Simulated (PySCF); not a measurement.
# (Cl3Sn)2NMe: geometry, NMR shifts and electronic excitations

Wanted: the NMR shifts and electronic excitations of (Cl3Sn)2NMe, by calculation.

Programs: PySCF 2.14.0, with density-fitted response routines of our own. Each step states its level of theory. These are calculated values for one molecule in the gas phase, unless marked as measured. Atoms are numbered from 0 throughout.

## 1. Starting geometry

13 atoms, charge 0, multiplicity 1; geometry from: GFN2-xTB. The atoms were then displaced at random by about 0.03 Å, so the start is not that level's minimum.

Bonds of the start (Å): Sn0–Cl1 2.21, Sn0–Cl2 2.36, Sn0–Cl3 2.30, Sn0–N4 2.20, N4–C5 1.46, N4–Sn6 2.12, C5–H10 1.13, C5–H11 1.08, C5–H12 1.16, Sn6–Cl7 2.30, Sn6–Cl8 2.22, Sn6–Cl9 2.33.

## 2. Relaxing the molecule at PBE0-D3(BJ)/def2-SVP

What the job is given:

```
{"job": {"xc": "PBE0", "basis": "def2-SVP", "d3": "d3bj", "grid": 1, "maxiter": 40, "shake": 0.03, "kind": "geom"}, "charge": 0, "multiplicity": 1}
Sn     1.765440     0.719960     0.448560
Cl     3.360980    -0.658390    -0.218810
Cl     2.103960     2.901870    -0.390580
Cl     1.635370     0.890270     2.740210
N     -0.114860     0.218800    -0.571850
C     -1.205830     1.165850    -0.344320
Sn    -0.566530    -1.829630    -0.232450
Cl    -2.835890    -1.921830     0.103260
Cl    -0.042460    -2.846840    -2.137400
Cl     0.466410    -2.923420     1.548570
H     -1.605650     1.176080     0.712100
H     -0.839730     2.154480    -0.596930
H     -2.090580     0.900690    -1.038170
```

Started as:

```sh
OMP_NUM_THREADS=1 python probes_run.py task.json out
```

One launch serves the whole session: the jobs run in the order shown.

Log:

```text
step   0  E = -3282.79050065  max force = 0.061580
step   1  E = -3282.80963431  max force = 0.013727
step   2  E = -3282.81196551  max force = 0.010637
step   3  E = -3282.81301035  max force = 0.005070
step   4  E = -3282.81332469  max force = 0.004266
step   5  E = -3282.81361694  max force = 0.002841
step   6  E = -3282.81387430  max force = 0.002778
step   7  E = -3282.81396751  max force = 0.003288
step   8  E = -3282.81392980  max force = 0.003442
step   9  E = -3282.81401712  max force = 0.001622
step  10  E = -3282.81407968  max force = 0.001242
step  11  E = -3282.81410649  max force = 0.001021
step  12  E = -3282.81411898  max force = 0.001009
step  13  E = -3282.81412486  max force = 0.000963
step  14  E = -3282.81412716  max force = 0.000912
step  15  E = -3282.81412813  max force = 0.000887
step  16  E = -3282.81412856  max force = 0.000871
step  17  E = -3282.81412875  max force = 0.000869
step  18  E = -3282.81412888  max force = 0.000864
step  19  E = -3282.81412900  max force = 0.000859
step  20  E = -3282.81412913  max force = 0.000858
step  21  E = -3282.81412926  max force = 0.000853
step  22  E = -3282.81412938  max force = 0.000848
step  23  E = -3282.81412950  max force = 0.000847
step  24  E = -3282.81412962  max force = 0.000842
step  25  E = -3282.81412974  max force = 0.000840
step  26  E = -3282.81412985  max force = 0.000835
step  27  E = -3282.81412997  max force = 0.000836
step  28  E = -3282.81413008  max force = 0.000831
step  29  E = -3282.81413020  max force = 0.000827
step  30  E = -3282.81413031  max force = 0.000826
step  31  E = -3282.81413042  max force = 0.000821
step  32  E = -3282.81413053  max force = 0.000820
step  33  E = -3282.81413063  max force = 0.000815
step  34  E = -3282.81413074  max force = 0.000816
step  35  E = -3282.81413085  max force = 0.000812
step  36  E = -3282.81413095  max force = 0.000808
step  37  E = -3282.81413106  max force = 0.000807
step  38  E = -3282.81413116  max force = 0.000803
step  39  E = -3282.81413126  max force = 0.000801
step  40  E = -3282.81413136  max force = 0.000797
optimisation not converged
```

Wall time 28 min (1 thread of Arm Neoverse V2, shared host); peak memory 1.4 GiB.

The steps of the relaxation: (not every step is listed) (the energy doesn't fall at every step)

| step | energy from step 0 (eV) | largest force component (eV/Å) |
| --- | --- | --- |
| 0 | 0.0000 | 3.1666 |
| 1 | -0.5207 | 0.7059 |
| 2 | -0.5841 | 0.5470 |
| 3 | -0.6125 | 0.2607 |
| 4 | -0.6211 | 0.2194 |
| 5 | -0.6290 | 0.1461 |
| 6 | -0.6360 | 0.1429 |
| 7 | -0.6386 | 0.1691 |
| 8 | -0.6375 | 0.1770 |
| 10 | -0.6416 | 0.0639 |
| 12 | -0.6427 | 0.0519 |
| 14 | -0.6429 | 0.0469 |
| 16 | -0.6429 | 0.0448 |
| 18 | -0.6430 | 0.0444 |
| 20 | -0.6430 | 0.0441 |
| 22 | -0.6430 | 0.0436 |
| 24 | -0.6430 | 0.0433 |
| 26 | -0.6430 | 0.0429 |
| 28 | -0.6430 | 0.0427 |
| 30 | -0.6430 | 0.0425 |
| 32 | -0.6430 | 0.0422 |
| 34 | -0.6430 | 0.0420 |
| 35 | -0.6430 | 0.0418 |
| 36 | -0.6430 | 0.0415 |
| 37 | -0.6430 | 0.0415 |
| 38 | -0.6430 | 0.0413 |
| 39 | -0.6430 | 0.0412 |
| 40 | -0.6430 | 0.0410 |

Close pairs (by a distance rule), those that changed most:

| bond | before (Å) | after (Å) | change (Å) |
| --- | --- | --- | --- |
| Sn0–N4 | 2.197 | 2.017 | -0.180 |
| N4–Sn6 | 2.125 | 2.011 | -0.114 |
| Sn0–Cl1 | 2.212 | 2.316 | +0.105 |
| Sn6–Cl8 | 2.222 | 2.317 | +0.095 |
| C5–H12 | 1.155 | 1.101 | -0.054 |
| Sn0–Cl2 | 2.362 | 2.323 | -0.039 |
| Sn6–Cl7 | 2.296 | 2.324 | +0.028 |
| C5–H10 | 1.130 | 1.103 | -0.026 |

The end geometry stands in the next job.

The optimisation stopped before it met its thresholds, so this geometry is not quite a stationary point, and what follows inherits that.

| at the end point | value |
| --- | --- |
| point group (found at 0.08 Å tolerance) | C1 |
| rotational constants (GHz, main isotopes) | 0.499, 0.196, 0.192 |
| dipole moment (D) | 2.13 |

## 3. NMR shieldings: PBE0/def2-TZVP+pcSseg-1

What the job is given:

```
{"job": {"kind": "nmr", "xc": "PBE0", "basis": {"default": "pcSseg-1", "Sn": "def2-TZVP"}}, "charge": 0, "multiplicity": 1}
Sn     1.700389     0.513240     0.651446
Cl     3.202736    -1.084823    -0.092851
Cl     2.371456     2.623659    -0.050501
Cl     1.694499     0.518278     2.975243
N     -0.088556     0.170326    -0.214760
C     -0.976050     1.303122    -0.477746
Sn    -0.834954    -1.696205    -0.275796
Cl    -3.141037    -1.536159    -0.039546
Cl    -0.421487    -2.860622    -2.236044
Cl     0.166837    -2.838018     1.481392
H     -1.535076     1.631224     0.414957
H     -0.395978     2.158400    -0.858635
H     -1.712148     1.045468    -1.254971
```

Method: GIAO PBE0/pcSseg-1 Sn:def2-TZVP NMR shielding, scalar relativity only through core potentials, gas phase.

Log:

```text
coarse grid: 71664 points
cycle   1  E = -3279.3646882131  dE = -6.888e+01  |g| = 4.516e+00  |ddm| = 4.405e+01
cycle   2  E = -3262.3352891719  dE =  1.703e+01  |g| = 9.372e+00  |ddm| = 2.880e+01
cycle   3  E = -3282.8776998081  dE = -2.054e+01  |g| = 1.920e+00  |ddm| = 2.683e+01
cycle   4  E = -3281.6497176458  dE =  1.228e+00  |g| = 2.454e+00  |ddm| = 5.807e+00
cycle   5  E = -3283.5594584808  dE = -1.910e+00  |g| = 5.445e-01  |ddm| = 5.103e+00
cycle   6  E = -3283.6248342397  dE = -6.538e-02  |g| = 2.343e-01  |ddm| = 7.019e-01
cycle   7  E = -3283.6359851604  dE = -1.115e-02  |g| = 5.239e-02  |ddm| = 2.530e-01
cycle   8  E = -3283.6365328681  dE = -5.477e-04  |g| = 2.319e-02  |ddm| = 6.938e-02
cycle   9  E = -3283.6366575782  dE = -1.247e-04  |g| = 4.002e-03  |ddm| = 2.894e-02
cycle  10  E = -3283.6366615070  dE = -3.929e-06  |g| = 1.582e-03  |ddm| = 5.628e-03
final grid: 136880 points
cycle  11  E = -3283.6365567524  dE =  8.807e-07  |g| = 2.637e-03  |ddm| = 4.736e-03
cycle  12  E = -3283.6365520488  dE =  4.704e-06  |g| = 5.207e-03  |ddm| = 7.479e-03
cycle  13  E = -3283.6365583663  dE = -6.317e-06  |g| = 5.251e-04  |ddm| = 4.941e-03
cycle  14  E = -3283.6365584267  dE = -6.041e-08  |g| = 4.943e-05  |ddm| = 5.512e-04
cycle  15  E = -3283.6365584272  dE = -5.066e-10  |g| = 8.607e-06  |ddm| = 6.279e-05
converged SCF energy = -3283.6365584272

GIAO shielding tensors (ppm)
atom      isotropic    diamagn.    paramagn.     s11        s22        s33       span
  0 Sn         nan         nan         nan        nan        nan        nan        nan
  1 Cl     811.031    1148.138    -337.108    685.141    726.357   1021.593    336.452
  2 Cl     868.400    1147.660    -279.260    696.346    865.832   1043.022    346.675
  3 Cl     789.644    1147.821    -358.177    640.098    699.320   1029.513    389.414
  4 N      149.382     333.589    -184.207     98.930    134.777    214.440    115.510
  5 C      145.947     244.235     -98.288    123.168    131.547    183.126     59.959
  6 Sn         nan         nan         nan        nan        nan        nan        nan
  7 Cl     851.827    1147.746    -295.919    688.969    825.080   1041.432    352.463
  8 Cl     800.153    1147.595    -347.443    661.277    701.944   1037.237    375.959
  9 Cl     795.148    1148.559    -353.411    679.158    706.448    999.839    320.682
 10 H       28.188      29.368      -1.180     23.589     24.405     36.572     12.983
 11 H       27.778      29.284      -1.506     20.180     28.349     34.805     14.625
 12 H       28.214      29.262      -1.048     21.508     27.162     35.971     14.464
```

It took 2.5 min on 1 thread of Arm Neoverse V2, shared host; peak memory 1.6 GiB.

The references, computed at this level on geometries of the same kind, shield at (ppm): 1H TMS 31.27, 13C TMS 184.4, 15N NH3 265.7, 35Cl HCl 943. Their shielding less the atom's gives the shift. The references are single molecules in the gas phase, so shifts against H2O, NH3, PH3, H3PO4 or CFCl3 are not on the usual liquid scales and can be off by tens of ppm. Atoms listed in one row are averaged.

| atoms | environment | σ (ppm) | δ (ppm) |
| --- | --- | --- | --- |
| C5 | carbon bonded to N, 3 H | 145.9 | 38.5 |
| H10, H11, H12 | hydrogen on a carbon bonded to N | 28.06 | 3.21 |
| Cl1, Cl2, Cl3, Cl7, Cl8, Cl9 | chlorine bonded to Sn | 819 | 124 |
| N4 | nitrogen bonded to C, 2 Sn | 149.4 | 116.3 |

Atoms past Kr carry core potentials, so their printed shieldings have no meaning and are left out of the table.

The run also stored atomic charges by several schemes (e):

| atoms | Mulliken | ESP fit |
| --- | --- | --- |
| Sn0, Sn6 | 0.94 | 0.26 |
| Cl1, Cl2, Cl3, Cl7, Cl8, Cl9 | -0.21 | -0.09 |
| N4 | -0.96 | -0.07 |
| C5 | -0.07 | -0.31 |

Mayer bond orders: Sn0–Cl1 1.08, Sn0–Cl2 1.06, Sn0–Cl3 1.06, Sn0–N4 0.86, N4–C5 0.92, N4–Sn6 0.86, Sn6–Cl7 1.06, Sn6–Cl8 1.07, Sn6–Cl9 1.07.

With diffuse functions Mulliken charges and Mayer bond orders lose their meaning; the other schemes are steadier.

Orbitals, density, ELF and potential are computed afterwards from the orbital file.

Frontier orbitals at PBE0/def2-TZVP+pcSseg-1, with the share of their density that lies nearest to each atom:

| orbital | energy (eV) | lies on |
| --- | --- | --- |
| HOMO | -8.21 | N4 66 %; H10 10 % |
| LUMO | -3.44 | Sn0, Sn6 about 19 % each; Cl2, Cl7, Cl8 about 9 % each; N4 9 % |

ELF in a plane through or near 4 of the atoms.

Ten even steps from '0' (0.00) to '9' (0.97):
```
0000000000000000000000000000
0000000000000000000000000000
0000000012210002221000000000
0000000135541015653100000000
0000000245651026663100000000
0000000124542025642000000000
0000000022221013321100000000
0000000124521001365210000000
0000111145162441625411000000
0013555326735776265223331000
0025787732127327311256653100
0026898862014784101467763100
0014788861025326400266642000
0001456520299429980023310000
0000012100598548991000000000
0000000000143102530000000000
0000000000000000000000000000
0000000000000000000000000000
0000000000000000000000000000
0000000000000000000000000000
```
The map spans 11.9 Å across and 10.6 Å up, centred on the molecule. Atoms in the plane (x, y in Å): Sn0 (-1.7, 0.7), N4 (0.0, -0.2), C5 (0.0, -1.7), Sn6 (1.7, 0.8).

On the surface of density 0.002 e/bohr³ the electrostatic potential runs, from the 1st to the 99th percentile, from -0.28 V near Cl3 to 1.84 V near H12.

## 4. Ultraviolet spectrum: CAM-B3LYP/def2-SVPD

Same as in step 3 but for these lines:

```diff
@@ -1,2 +1,2 @@
-{"job": {"kind": "nmr", "xc": "PBE0", "basis": {"default": "pcSseg-1", "Sn": "def2-TZVP"}}, "charge": 0, "multiplicity": 1}
+{"job": {"kind": "uv", "xc": "CAM-B3LYP", "basis": "def2-SVPD", "ip": true, "nstates": 10}, "charge": 0, "multiplicity": 1}
 Sn     1.700389     0.513240     0.651446
```

Level: TDDFT CAM-B3LYP/def2-SVPD, vertical, gas phase, core orbitals frozen in the response.

Log:

```text
coarse grid: 71664 points
cycle   1  E = -3279.3734991338  dE = -4.215e+01  |g| = 4.383e+00  |ddm| = 1.757e+01
cycle   2  E = -3262.9209010594  dE =  1.645e+01  |g| = 8.256e+00  |ddm| = 1.351e+02
cycle   3  E = -3283.0785618246  dE = -2.016e+01  |g| = 1.758e+00  |ddm| = 1.348e+02
cycle   4  E = -3283.1485005660  dE = -6.994e-02  |g| = 1.618e+00  |ddm| = 3.985e+00
cycle   5  E = -3283.8190458056  dE = -6.705e-01  |g| = 1.755e-01  |ddm| = 2.076e+00
cycle   6  E = -3283.8260316153  dE = -6.986e-03  |g| = 7.188e-02  |ddm| = 4.377e-01
cycle   7  E = -3283.8273858451  dE = -1.354e-03  |g| = 1.258e-02  |ddm| = 1.231e-01
cycle   8  E = -3283.8274446980  dE = -5.885e-05  |g| = 4.985e-03  |ddm| = 3.123e-02
cycle   9  E = -3283.8274566866  dE = -1.199e-05  |g| = 1.270e-03  |ddm| = 1.347e-02
cycle  10  E = -3283.8274577475  dE = -1.061e-06  |g| = 6.031e-04  |ddm| = 4.563e-03
final grid: 136880 points
cycle  11  E = -3283.8272043965  dE = -1.590e-07  |g| = 6.266e-04  |ddm| = 3.998e-03
cycle  12  E = -3283.8272043522  dE =  4.430e-08  |g| = 8.193e-04  |ddm| = 1.939e-03
cycle  13  E = -3283.8272045041  dE = -1.519e-07  |g| = 1.294e-04  |ddm| = 1.023e-03
cycle  14  E = -3283.8272045091  dE = -4.944e-09  |g| = 3.176e-05  |ddm| = 2.032e-04
cycle  15  E = -3283.8272045103  dE = -1.190e-09  |g| = 1.165e-05  |ddm| = 1.771e-04
cycle  16  E = -3283.8272045104  dE = -8.549e-11  |g| = 2.689e-06  |ddm| = 3.929e-05
converged SCF energy = -3283.8272045104

Static polarisability (au): isotropic 175.925, principal 164.739 170.883 192.153

Singlet excitations
state   eV       nm        f      main configurations
  1   3.9764    311.8   0.01650   H->L 0.96
  2   4.6093    269.0   0.00338   H->L+1 0.95
  3   5.3383    232.3   0.00032   H-2->L 0.63, H-4->L+1 0.13
  4   5.3859    230.2   0.00410   H-4->L 0.34, H-2->L+1 0.26, H-3->L 0.20
  5   5.4474    227.6   0.15622   H-1->L 0.70
  6   5.5173    224.7   0.02073   H-3->L 0.31, H-4->L 0.22, H-6->L+1 0.12
  7   5.5518    223.3   0.00479   H-5->L 0.54, H-3->L 0.12
  8   5.6255    220.4   0.10553   H-6->L 0.35, H-8->L 0.11, H-1->L 0.10
  9   5.6757    218.4   0.02558   H-7->L 0.39, H-1->L+1 0.10
 10   5.8016    213.7   0.05112   H-8->L 0.35, H-9->L 0.19, H-9->L+1 0.08

Triplet excitations (Tamm-Dancoff, eV): 3.4990 4.3132 4.9361 4.9581
Vertical ionisation energy (delta-SCF) = 9.7554 eV
Vertical electron affinity (delta-SCF) = 1.9866 eV
```

Run time: 7.9 min. Hardware: 1 thread of Arm Neoverse V2, shared host; peak memory 1.9 GiB.

Frontier orbitals and where they lie:

| orbital | eV | atoms |
| --- | --- | --- |
| HOMO−3 | -11.08 | Cl8 23 %, Cl2 18 %, Cl7 14 % |
| HOMO−2 | -10.95 | Cl3 32 %, Cl1 22 %, Cl2 19 % |
| HOMO−1 | -10.85 | Cl3 20 %, Cl9 18 %, Cl1 16 % |
| HOMO | -9.59 | N4 60 %, C5 13 %, H10 6 % |
| LUMO | -2.48 | Sn6 14 %, Cl8 12 %, Sn0 12 % |
| LUMO+1 | -1.79 | Sn0 14 %, Cl3 12 %, Cl1 12 % |
| LUMO+2 | 0.10 | Sn6 16 %, Sn0 16 %, Cl9 10 % |

With each of the 10 states as a Gaussian band of 0.4 eV half-width at 1/e, the curve within the window shown has maxima at 311 nm (ε 680), 223 nm (ε 14,000) L/(mol cm). Beyond the last state computed it falls off for lack of states. The curve at chosen wavelengths:

(nm, ε (L/mol/cm)): (203, 3121), (210, 7633), (216, 11633), (223, 13562), (229, 12049), (236, 8165), (242, 4862), (249, 2235), (255, 1050), (262, 461), (269, 286), (275, 274), (282, 335), (288, 422), (295, 537), (301, 621), (308, 675), (315, 668), (321, 618), (328, 524), (334, 429), (341, 321), (347, 239), (354, 162), (360, 112), (367, 70)

Leading natural transition orbitals of singlet state 5: the hole lies on Cl3 37 %; Cl1, Cl9 about 15 % each; Cl2, Cl8 about 8 % each; the particle on Sn0 25 %; Cl2, Cl3 about 12 % each; Sn6 12 %.

Leading natural transition orbitals of singlet state 1: the hole lies on N4 70 %; H10 9 %; the particle on Sn0, Sn6 about 19 % each; N4 12 %; Cl2, Cl7, Cl8 about 9 % each.

Further results of this job:

| property | computed |
| --- | --- |
| dipole moment (D) | 2.12 |
| polarisability (Å³) | 26.07 |
| HOMO–LUMO gap (eV) | 7.11 |
| −ε(HOMO) (eV) | 9.59 |

## 5. NMR shieldings: KT2/def2-TZVP+pcSseg-1

Same as in step 4 but for these lines:

```diff
@@ -1,2 +1,2 @@
-{"job": {"kind": "uv", "xc": "CAM-B3LYP", "basis": "def2-SVPD", "ip": true, "nstates": 10}, "charge": 0, "multiplicity": 1}
+{"job": {"kind": "nmr", "xc": "KT2", "basis": {"default": "pcSseg-1", "Sn": "def2-TZVP"}, "pop": false}, "charge": 0, "multiplicity": 1}
 Sn     1.700389     0.513240     0.651446
```

Method: GIAO KT2/pcSseg-1 Sn:def2-TZVP NMR shielding, scalar relativity only through core potentials, gas phase.

Log:

```text
coarse grid: 71664 points
cycle   1  E = -3302.3880884460  dE = -6.602e+01  |g| = 5.496e+00  |ddm| = 4.297e+01
cycle   2  E = -3170.0602493994  dE =  1.323e+02  |g| = 1.551e+01  |ddm| = 7.973e+01
cycle   3  E = -3308.6105213009  dE = -1.386e+02  |g| = 1.439e+00  |ddm| = 7.907e+01
cycle   4  E = -3307.5595030250  dE =  1.051e+00  |g| = 2.360e+00  |ddm| = 4.446e+00
cycle   5  E = -3309.0771226967  dE = -1.518e+00  |g| = 5.452e-01  |ddm| = 3.041e+00
cycle   6  E = -3309.0964897060  dE = -1.937e-02  |g| = 4.697e-01  |ddm| = 8.954e-01
cycle   7  E = -3309.1459373742  dE = -4.945e-02  |g| = 8.253e-02  |ddm| = 4.806e-01
cycle   8  E = -3309.1472664585  dE = -1.329e-03  |g| = 2.437e-02  |ddm| = 8.692e-02
cycle   9  E = -3309.1474234970  dE = -1.570e-04  |g| = 7.031e-03  |ddm| = 3.567e-02
cycle  10  E = -3309.1474354867  dE = -1.199e-05  |g| = 2.713e-03  |ddm| = 1.190e-02
cycle  11  E = -3309.1474375980  dE = -2.111e-06  |g| = 5.703e-04  |ddm| = 3.919e-03
final grid: 136880 points
cycle  12  E = -3309.1473180722  dE = -2.334e-07  |g| = 9.876e-04  |ddm| = 3.237e-03
cycle  13  E = -3309.1473172047  dE =  8.675e-07  |g| = 2.058e-03  |ddm| = 3.360e-03
cycle  14  E = -3309.1473182585  dE = -1.054e-06  |g| = 5.701e-04  |ddm| = 2.577e-03
cycle  15  E = -3309.1473183325  dE = -7.402e-08  |g| = 6.681e-05  |ddm| = 5.639e-04
cycle  16  E = -3309.1473183336  dE = -1.082e-09  |g| = 1.710e-05  |ddm| = 1.016e-04
cycle  17  E = -3309.1473183337  dE = -6.821e-11  |g| = 6.892e-06  |ddm| = 2.822e-05
converged SCF energy = -3309.1473183337

GIAO shielding tensors (ppm)
atom      isotropic    diamagn.    paramagn.     s11        s22        s33       span
  0 Sn         nan         nan         nan        nan        nan        nan        nan
  1 Cl     743.989    1150.558    -406.569    593.977    639.097    998.893    404.916
  2 Cl     812.213    1149.982    -337.769    613.911    799.263   1023.466    409.554
  3 Cl     716.923    1150.294    -433.371    539.872    603.985   1006.911    467.039
  4 N      112.325     334.368    -222.043     50.242    105.683    181.048    130.806
  5 C      141.076     246.176    -105.100    115.990    126.608    180.631     64.641
  6 Sn         nan         nan         nan        nan        nan        nan        nan
  7 Cl     792.128    1150.123    -357.995    601.778    753.644   1020.963    419.185
  8 Cl     730.738    1150.053    -419.315    567.741    609.074   1015.400    447.660
  9 Cl     724.307    1150.945    -426.638    582.988    616.948    972.987    389.999
 10 H       27.835      29.696      -1.861     23.358     24.178     35.969     12.611
 11 H       27.416      29.601      -2.185     20.209     27.850     34.190     13.981
 12 H       27.872      29.517      -1.646     21.529     26.710     35.376     13.846
```

Run time: 1.8 min. Hardware: 1 thread of Arm Neoverse V2, shared host; peak memory 1.6 GiB.

Key values: δ C5 42.1, Cl1 189, N4 152.0, H10 3.47 ppm (means over like atoms).

## 6. Run by run: NMR shifts

Shifts (ppm), means over like atoms, with basis size and wall time:

| run | C5 | H10 | Cl1 | N4 | functions | time |
| --- | --- | --- | --- | --- | --- | --- |
| PBE0/def2-TZVP+pcSseg-1 | 38.5 | 3.21 | 124 | 116.3 | 293 | 2.5 min |
| KT2/def2-TZVP+pcSseg-1 | 42.1 | 3.47 | 189 | 152.0 | 293 | 1.8 min |

## 7. What came out

```
                                                                          quantity                        value
                                                                       point group                           C1
                                              rotational constants (main isotopes)         0.50, 0.20, 0.19 GHz
                                  13C shifts against TMS (PBE0/def2-TZVP+pcSseg-1)                     38.5 ppm
  1H shifts against TMS (PBE0/def2-TZVP+pcSseg-1, means over atoms taken as alike)                     3.21 ppm
35Cl shifts against HCl (PBE0/def2-TZVP+pcSseg-1, means over atoms taken as alike)                      124 ppm
                                  15N shifts against NH3 (PBE0/def2-TZVP+pcSseg-1)                    116.3 ppm
                                             surface potential, 1st and 99th percentile           -0.28 V and 1.84 V
                                              lowest singlet (CAM-B3LYP/def2-SVPD)  3.98 eV (312 nm), f = 0.017
                                          brightest single state of those computed  state 5, 5.45 eV, f = 0.156
                                                                    lowest triplet                      3.50 eV
                                                 vertical ionisation energy (ΔSCF)                      9.76 eV
                                                 vertical electron affinity (ΔSCF)                      1.99 eV
                                                         range of the shift of Cl1               124 to 189 ppm
```

**Reading.** The start was shaken at random, so part of the energy gained undoes that. Over 40 steps the energy fell by 0.643 eV; of the close pairs, Sn0–N4 changed most, 2.197 to 2.017 Å. No frequency check was run at this level, so the end point may be a saddle. At PBE0/def2-TZVP+pcSseg-1: The largest span, 354 ppm, is at Cl1, Cl2, Cl3, Cl7, Cl8, Cl9, where the paramagnetic term is -329 ppm. At PBE0/def2-TZVP+pcSseg-1, counted by nearest atom on the grid, the HOMO lies on N4 66 %; H10 10 %, the LUMO on Sn0, Sn6 about 19 % each; Cl2, Cl7, Cl8 about 9 % each. The first singlet state (HOMO→LUMO 0.96) lies at 3.98 eV and is weak; of the 10 states computed, the strongest absorption comes from state 5 at 5.45 eV. The lowest triplet lies 0.48 eV below the lowest singlet (triplets in Tamm-Dancoff, singlets in full TDDFT). Spin-orbit coupling, left out, mixes singlets and triplets in elements this heavy. The orbital energy would give 9.59 eV for ionisation, ΔSCF gives 9.76 eV. In ppm, Cl1 (with its like atoms) moves most: its shift spreads over 65 ppm, from 124 (PBE0/def2-TZVP+pcSseg-1) to 189 (KT2/def2-TZVP+pcSseg-1). Spin-orbit coupling is left out, which matters for shieldings and couplings at and beside the heavy atoms.
